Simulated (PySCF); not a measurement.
**A workflow on CH3BFNO (SMILES NC1(F)BO1)**

Aim: a series of 13 runs (PBE0-D4/def2-TZVP, MP2/def2-TZVPP, RI-MP2/def2-QZVPP, PBE-D4/def2-TZVPP, r2SCAN-D4/def2-TZVPP, B3LYP-D4/def2-TZVPP, PBE0-D4/def2-TZVPP, wB97M-V/def2-TZVPP, and more) of CH3BFNO. Input form: a Python script.

The results are computed with PySCF 2.14.0.

## 1. The molecule

CH3BFNO has 8 atoms, charge 0, and is taken as a singlet. As SMILES, `NC1(F)BO1`. All atoms were displaced at random from a relaxed shape. The run starts from this shape.

Bond lengths: N1–C2 1.350 Å, C2–F3 1.337 Å, C2–B4 1.487 Å, C2–O5 1.461 Å, B4–O5 1.322 Å, N1–H6 1.040 Å, N1–H7 1.010 Å, B4–H8 1.266 Å. Some angles: N1–C2–F3 116.1°, N1–C2–B4 125.0°, N1–C2–O5 113.8°, F3–C2–B4 118.8°, F3–C2–O5 106.8°, B4–C2–O5 53.3°, C2–B4–O5 62.4°, C2–O5–B4 64.3°, C2–N1–H6 108.8°, C2–N1–H7 113.9°.

## 2. A geometry optimisation at PBE0-D4/def2-TZVP (density fitting with def2-universal-jkfit) (run 1)

start.xyz reads:

```xyz
8
CH3BFNO
N     -0.386733     1.174225     0.180769
C      0.033396    -0.014169    -0.303278
F      0.127687    -0.106200    -1.633940
B      0.283244    -1.228509     0.517223
O      1.316891    -0.451289     0.241446
H     -1.427058     1.188741     0.179277
H     -0.070730     1.968846    -0.356201
H      0.128152    -2.353402     1.076674
```

input.py reads:

```python
from pyscf import gto, dft
from pyscf.geomopt.geometric_solver import kernel as optimise

mol = gto.M(
    atom='start.xyz',
    charge=0,
    max_memory=1860,
    verbose=3,
    basis='def2-tzvp',
)

myscf = dft.RKS(mol, xc='pbe0')
myscf = myscf.density_fit(auxbasis='def2-universal-jkfit')
myscf.conv_tol = 1e-09
myscf.max_cycle = 100
myscf.grids.level = 4
myscf.disp = 'd4'
converged, mol_eq = optimise(myscf, maxsteps=100)
print('converged:', converged)
print(mol_eq.tostring())

myscf.reset(mol_eq)
mol = mol_eq
myscf.kernel()
e_tot = myscf.e_tot
print('Final energy', e_tot)
```

Command:

```
$ OMP_NUM_THREADS=1 python input.py
```

What it wrote:

```text
maxiter                   100
----------------------------------------------------------
Custom engine selected.
Bonds will be generated from interatomic distances less than 1.20 times sum of covalent radii
24 internal coordinates being used (instead of 24 Cartesians)
Internal coordinate system (atoms numbered from 1):
Distance 1-2
Distance 1-6
Distance 1-7
Distance 2-3
Distance 2-4
Distance 2-5
Distance 4-5
Distance 4-8
Angle 2-1-6
Angle 2-1-7
Angle 6-1-7
Angle 1-2-4
Angle 1-2-5
Angle 3-2-4
Angle 3-2-5
Angle 4-2-5
Angle 2-4-8
Angle 5-4-8
Angle 2-5-4
Out-of-Plane 2-1-3-4
Out-of-Plane 4-2-5-8
Dihedral 6-1-2-3
Dihedral 6-1-2-4
Dihedral 6-1-2-5
Dihedral 7-1-2-3
Dihedral 7-1-2-4
Dihedral 7-1-2-5
Dihedral 1-2-4-5
Dihedral 1-2-4-8
Dihedral 3-2-4-5
Dihedral 3-2-4-8
Dihedral 5-2-4-8
Dihedral 1-2-5-4
Dihedral 3-2-5-4
[... 11 lines left out ...]
> Convergence Criteria:
[... 17 lines left out ...]
WARN: Mole.unit (angstrom) is changed to Bohr
[... 11 lines left out ...]
Step    0 : Gradient = 3.364e-02/5.637e-02 (rms/max) Energy = -294.3713808562
[... 31 lines left out ...]
converged SCF energy = -294.378432178397
[... 41 lines left out ...]
converged SCF energy = -294.37859128999
[... 41 lines left out ...]
converged SCF energy = -294.378634716953
[... 41 lines left out ...]
converged SCF energy = -294.37864551341
[... 32 lines left out ...]
Converged! =D
[... 1 line left out ...]
converged: True
N          -0.42816655        1.18262320        0.17261846
C           0.04315149       -0.03557458       -0.29286405
F           0.12103734       -0.11356776       -1.66089912
[... 4 lines of this table left out ...]
H           0.12454166       -2.31464970        1.06705196
converged SCF energy = -294.378646323536
Final energy -294.3786463235358
```

Wall time 6.2 min (1 thread of Arm Neoverse V1, shared host); peak memory 1.5 GiB.

The path in brief:

```csv
step,energy from the first frame kept (eV),largest force (eV/Å)
0,0.0000,2.8988
1,-0.1851,0.3737
2,-0.1919,0.3976
3,-0.1950,0.2031
4,-0.1962,0.1315
5,-0.1971,0.0673
6,-0.1974,0.0584
7,-0.1976,0.0553
8,-0.1977,0.0365
9,-0.1977,0.0147
```

After the run. Bond lengths: N1–C2 1.387 Å, C2–F3 1.372 Å, C2–B4 1.510 Å, C2–O5 1.462 Å, B4–O5 1.335 Å, N1–H6 1.009 Å, N1–H7 1.013 Å, B4–H8 1.182 Å. Some angles: N1–C2–F3 113.8°, N1–C2–B4 127.1°, N1–C2–O5 115.3°, F3–C2–B4 118.6°, F3–C2–O5 108.2°, B4–C2–O5 53.3°, C2–B4–O5 61.5°, C2–O5–B4 65.2°, C2–N1–H6 112.2°, C2–N1–H7 112.6°.

## 3. The harmonic vibrations at PBE0-D4/def2-TZVP (density fitting with def2-universal-jkfit) (run 2)

mol.xyz reads:

```xyz
8
CH3BFNO
N     -0.694423     1.268501     0.465426
C     -0.223105     0.050303    -0.000056
F     -0.145219    -0.027690    -1.368091
B      0.036591    -1.196972     0.810853
O      1.059644    -0.377818     0.556545
H     -1.702623     1.305138     0.483585
H     -0.322551     2.054361    -0.055013
H     -0.141714    -2.228772     1.359860
```

job.py reads:

```python
from pyscf import gto, dft, symm
from pyscf.hessian import thermo

mol = gto.Mole()
mol.atom = 'mol.xyz'
mol.max_memory = 1860
mol.basis = 'def2-tzvp'
mol.spin = 0
mol.verbose = 3
mol.build()

ks = dft.RKS(mol, xc='pbe0')
ks = ks.density_fit(auxbasis='def2-universal-jkfit')
ks.max_cycle = 100
ks.conv_tol = 1e-09
ks.disp = 'd4'
ks.grids.level = 4
ks.kernel()

e_final = ks.e_tot
print('E = %.10f Eh' % e_final)
hess = ks.Hessian().kernel()
modes = thermo.harmonic_analysis(mol, hess)
thermo.dump_normal_mode(mol, modes)
symm.geom.TOLERANCE = 1e-3  # for the symmetry number
th = thermo.thermo(ks, modes['freq_au'], 298.15, 101325)
thermo.dump_thermo(mol, th)
```

Command:

```
$ OMP_NUM_THREADS=1 python job.py
```

What it wrote:

```text
converged SCF energy = -294.37864632345
E = -294.3786463234 Eh

WARN: DFTD4 does not support analytical Hessian, using finite difference.

WARN: Mole.unit (angstrom) is changed to Bohr

[... 86 lines left out ...]
Gibbs free energy [Eh] -294.35431
```

Wall time 15 min (1 thread of Arm Neoverse V1, shared host); peak memory 2.2 GiB.

Runs 3 to 8 aren't shown in full; the table further down has their settings and results.

## 4. A single-point energy at wB97M-V/def2-TZVPP (density fitting with def2-universal-jkfit) (run 9)

calc.py reads:

```python
from pyscf import gto, dft

mol = gto.Mole()
mol.atom = '''
N       -0.428167       1.182623       0.172618
C        0.043151      -0.035575      -0.292864
F        0.121037      -0.113568      -1.660899
B        0.302847      -1.282850       0.518045
O        1.325900      -0.463696       0.263737
H       -1.436367       1.219260       0.190777
H       -0.056295       1.968483      -0.347821
H        0.124542      -2.314650       1.067052
'''
mol.verbose = 3
mol.max_memory = 1860
mol.basis = 'def2-tzvpp'
mol.charge = 0
mol.build()

mf = dft.RKS(mol, xc='wb97m-v')
mf = mf.density_fit(auxbasis='def2-universal-jkfit')
mf.grids.level = 4
mf.nlcgrids.level = 1
mf.conv_tol = 1e-10
mf.kernel()
if not mf.converged:
    mf = mf.newton().run(mf.mo_coeff, mf.mo_occ)

e_final = mf.e_tot
print(f'total energy: {e_final:.8f} hartree')
```

Command:

```
$ OMP_NUM_THREADS=1 python calc.py
```

What it wrote:

```text
converged SCF energy = -294.608287259835
total energy: -294.60828726 hartree
```

Wall time 3.1 min (1 thread of Arm Neoverse V1, shared host); peak memory 0.83 GiB.

Runs 10 to 12 aren't shown in full; the table further down has their settings and results.

## 5. The energy at B3LYP/6-31G(d) (spherical functions) (run 13)

start.xyz reads:

```xyz
8

N     -0.428167     1.182623     0.172618
C      0.043151    -0.035575    -0.292864
F      0.121037    -0.113568    -1.660899
B      0.302847    -1.282850     0.518045
O      1.325900    -0.463696     0.263737
H     -1.436367     1.219260     0.190777
H     -0.056295     1.968483    -0.347821
H      0.124542    -2.314650     1.067052
```

calc.py reads:

```python
from pyscf import gto, dft

mol = gto.M(
    atom='start.xyz',
    charge=0,
    verbose=3,
    spin=0,
    basis='6-31g*',
    max_memory=1860,
)

calc0 = dft.RKS(mol, xc='b3lyp')
calc0.grids.level = 5
calc0.conv_tol = 1e-10
calc0.kernel()
if not calc0.converged:
    calc0 = calc0.newton().run(calc0.mo_coeff, calc0.mo_occ)

e_tot = calc0.e_tot
print('E = %.10f Eh' % e_tot)
```

Command:

```
$ OMP_NUM_THREADS=1 python calc.py
```

What it wrote:

```text
converged SCF energy = -294.554699456927
E = -294.5546994569 Eh
```

It took 17 s on 1 thread of Arm Neoverse V1, shared host; peak memory 0.39 GiB.

## 6. Overview of the runs

```csv
run,level,task,optimizer,energy (Eh),dipole moment (D) of the reference,HOMO energy (eV),LUMO energy (eV),wall time
1,PBE0-D4/def2-TZVP (density fitting with def2-universal-jkfit),optimise,geomeTRIC,-294.378646,1.99,-8.12,-0.74,6.2 min
2,PBE0-D4/def2-TZVP (density fitting with def2-universal-jkfit),frequencies,–,-294.378646,1.99,-8.12,-0.74,15 min
3,MP2/def2-TZVPP,energy,–,-294.104059,2.35,-11.66,2.55,55 s
4,RI-MP2/def2-QZVPP (density fitting with def2-universal-jkfit),energy,–,-294.193244,2.34,-11.68,2.14,14 s
5,PBE-D4/def2-TZVPP,energy,–,-294.376497,1.85,-6.61,-1.77,65 s
6,r2SCAN-D4/def2-TZVPP,energy,–,-294.549678,1.93,-6.90,-1.41,2.7 min
7,B3LYP-D4/def2-TZVPP,energy,–,-294.706865,2.00,-7.91,-1.02,79 s
8,PBE0-D4/def2-TZVPP,energy,–,-294.380512,1.98,-8.13,-0.75,73 s
9,wB97M-V/def2-TZVPP (density fitting with def2-universal-jkfit),energy,–,-294.608287,2.00,-10.48,1.21,3.1 min
10,B2PLYP/def2-TZVPP,energy,–,-294.492747,2.16,-9.50,0.55,1.8 min
11,SVWN5/def2-TZVPP,energy,–,-292.463924,1.92,-6.80,-2.06,53 s
12,M06-2X/def2-TZVPP,energy,–,-294.585892,2.05,-9.56,0.13,2.7 min
13,B3LYP/6-31G* (spherical functions),energy,–,-294.554699,1.97,-7.46,-0.43,17 s
```

## 7. Summary of results

| quantity | value |
| --- | --- |
| run 13, B3LYP/6-31G*: total energy | -294.55470 Eh |
| run 13, B3LYP/6-31G*: dipole moment | 1.97 D |
| run 13, B3LYP/6-31G*: HOMO energy | -7.46 eV |
| run 13, B3LYP/6-31G*: LUMO energy | -0.43 eV |
| run 13, B3LYP/6-31G*: HOMO–LUMO gap | 7.03 eV |

What this shows: Over runs 2, 5, 6, 7, 8, 9, 10, 11, 12, 13 the dipole moment (its size) runs from 1.85 D (PBE-D4/def2-TZVPP) to 2.16 D (B2PLYP/def2-TZVPP). A double hybrid's value is that of its SCF part. Over runs 2, 5, 6, 7, 8, 9, 10, 11, 12, 13 the HOMO–LUMO gap runs from 4.74 eV (SVWN5/def2-TZVPP) to 11.69 eV (wB97M-V/def2-TZVPP). Totals of different functionals can't be ranked against each other. All runs together took 38 min, the longest 15 min.
